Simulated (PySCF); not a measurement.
# H4W (W(H)4): the cost of one run

Method: r2SCAN, W def2-SVP with ECP60, H def2-SVP; scalar-relativistic core potentials, no spin–orbit coupling; program: PySCF 2.14.0.

5 further runs of the same task are left out: 2 for a known fault of the program, 1 that didn't finish, 2 set aside as unsound or not needed.

## 1. The starting structure

5 atoms, charge 0, spin multiplicity 3.

Bond lengths: W1–H2 1.838 Å, W1–H3 1.838 Å, W1–H4 1.838 Å, W1–H5 1.838 Å. Angles: H2–W1–H3 28.2°, H2–W1–H4 180.0°, H2–W1–H5 151.8°, H3–W1–H4 151.8°, H3–W1–H5 180.0°, H4–W1–H5 28.2°.

Coordinates:

```xyz
5

W     0.12804   -0.12802    0.00000
H     1.70475    0.81579    0.00000
H     1.07162    1.44951    0.00000
H    -1.44934   -1.07184    0.00000
H    -0.81553   -1.70488    0.00000
```

Formal oxidation states: W +4. An earlier session relaxed this geometry at r2SCAN, W def2-SVP with ECP60, H def2-SVP (triplet, point group D2h).

Its energy there is -69.303375 Eh.

## 2. Atoms moved at random, σ = 0.06 Å

run.py (the lines that set the calculation) reads:

```python
mol = gto.M(atom='''
W      0.16251    -0.07965     0.12967
H      1.57610     0.87914    -0.06642
H      1.08729     1.37913    -0.01368
H     -1.31278    -1.08372    -0.09151
H     -0.87360    -1.73434     0.04194''',
    basis={'W': 'def2-SVP', 'H': 'def2-SVP'},
    ecp={'W': 'def2-SVP'},
    charge=0, spin=2)
mf = dft.UKS(mol, xc='R2SCAN')
mf.grids.atom_grid = (50, 194)
mf = mf.density_fit()  # fitting sets: W def2-universal-JKFIT, H def2-universal-JKFIT
mf.conv_tol = 1e-08; mf.max_cycle = 55
mf.kernel(dm0)  # dm0: the density of the relaxed state
```

The run is started by

```sh
OMP_NUM_THREADS=2 python run.py
```

**Question.** How long does this run take on 2 threads of AMD EPYC 7R43 (Zen 3), shared host?

About 4.5 s.
